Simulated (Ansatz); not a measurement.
# NbRh: the cost of one run

Computed with Ansatz 0.2.0 (DFT PBEsol, scalar-relativistic, unless a step's input says otherwise).

## 1. The system as given

It takes space group P4/mmm (No. 123, tetragonal). Conventional cell: a = 2.842 Å, b = 2.842 Å, c = 3.809 Å, α = 90.00°, β = 90.00°, γ = 90.00°. Around Nb (site symmetry 4/mmm) lie 8 Rh at 2.77 Å and 4 Nb at 2.84 Å. Rh (site symmetry 4/mmm) has 8 Nb at 2.77 Å and 4 Rh at 2.84 Å as nearest neighbours.

Coordinates:

```xyz
2
Lattice="2.8420 0.0000 0.0000 0.0000 2.8420 0.0000 0.0000 0.0000 3.8090" Properties=species:S:1:pos:R:3 pbc="T T T"
Nb    0.0000    0.0000    0.0000
Rh    1.4210    1.4210    1.9045
```

Atoms are numbered in the order of the input: Nb1, Rh2.

## 2. Volume × 0.94, LAPW

input.yaml

```yaml
crystal:
  lattice:
    - [2.783983721, 0.0, 0.0]
    - [0.0, 2.783983721, 0.0]
    - [0.0, 0.0, 3.7312434881]
  atoms:
    - { symbol: Nb, position: [0.0, 0.0, 0.0] }
    - { symbol: Rh, position: [0.5, 0.5, 0.5] }
kpoints:
  mp_grid: { grid: [14, 14, 11] }
  band_path:
    path:
      - [0.0, 0.0, 0.0]
      - [0.0, 0.5, 0.0]
      - [0.5, 0.5, 0.0]
      - [0.0, 0.0, 0.0]
      - [0.0, 0.0, 0.5]
      - [0.0, 0.5, 0.5]
      - [0.5, 0.5, 0.5]
      - [0.0, 0.0, 0.5]
      - [0.0, 0.5, 0.0]
    npoints: 5
scf:
  occupations: { method: fermi_dirac, width: 0.05 }
hamiltonian:
  xc: pbesol
  pseudopotentials: { kind: all_electron, lapw: { basis_error: 0.001 } }
output:
  forces: true
  stress: true
  eigenvalues: true
```

On the command line:

```sh
ansatz run input.yaml --threads 1 --pin off --max-ram 3072MiB --backend cpu --events-out ev --progress --plain --runs-dir out
```

**Question.** How long does this run take on 1 thread of Intel Xeon 6975P-C (Granite Rapids), shared host, and how much memory does it need?

About 37 s, with a peak of 0.81 GiB.
